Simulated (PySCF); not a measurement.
# C7H11N: the cost of one run

Computed with PySCF 2.14.0 and routines of our own; the level stands in each step. Atoms count from 0.

## Step 1: The system as given

19 atoms, charge 0, multiplicity 1; geometry from: GFN2-xTB.

## Step 2: Magnetic properties: GIAO B3LYP/pcSseg-1

The job: settings as JSON, then the geometry in Å.

```
{"job": {"kind": "mag", "xc": "B3LYP", "basis": "pcSseg-1", "isotopologues": 2}, "charge": 0, "multiplicity": 1}
C      2.878519     0.717530    -0.675595
C      1.803620     0.004580    -0.986715
N      1.201145    -0.923850    -0.159245
C      0.957175    -0.726968     1.240735
C     -0.168973    -0.873764     0.278813
C     -1.027377     0.302087    -0.052680
C     -2.123609     0.155900    -1.067524
C     -2.463743     0.313887     0.381737
H      3.323973     0.671230     0.303319
H      3.359942     1.347117    -1.400434
H      1.367249     0.038834    -1.977616
H      1.142112     0.256027     1.661412
H      1.226390    -1.551792     1.886995
H     -0.681074    -1.831522     0.236190
H     -0.490633     1.244096    -0.033499
H     -2.266493    -0.814205    -1.519068
H     -2.318263     0.980235    -1.736024
H     -2.837331    -0.547437     0.914783
H     -2.892431     1.247265     0.712118
```

Level: GIAO B3LYP/pcSseg-1 magnetisability, rotational g tensor and spin-rotation constants, non-relativistic, gas phase.

On the command line:

```console
$ OMP_NUM_THREADS=1 python excited_run.py task.json out
```

This one command runs all jobs of the session in turn.

**Question.** How long does this first job take on 1 thread of Arm Neoverse N1, shared host, and how much memory does it need?

About 60 s, with a peak of 0.95 GiB.
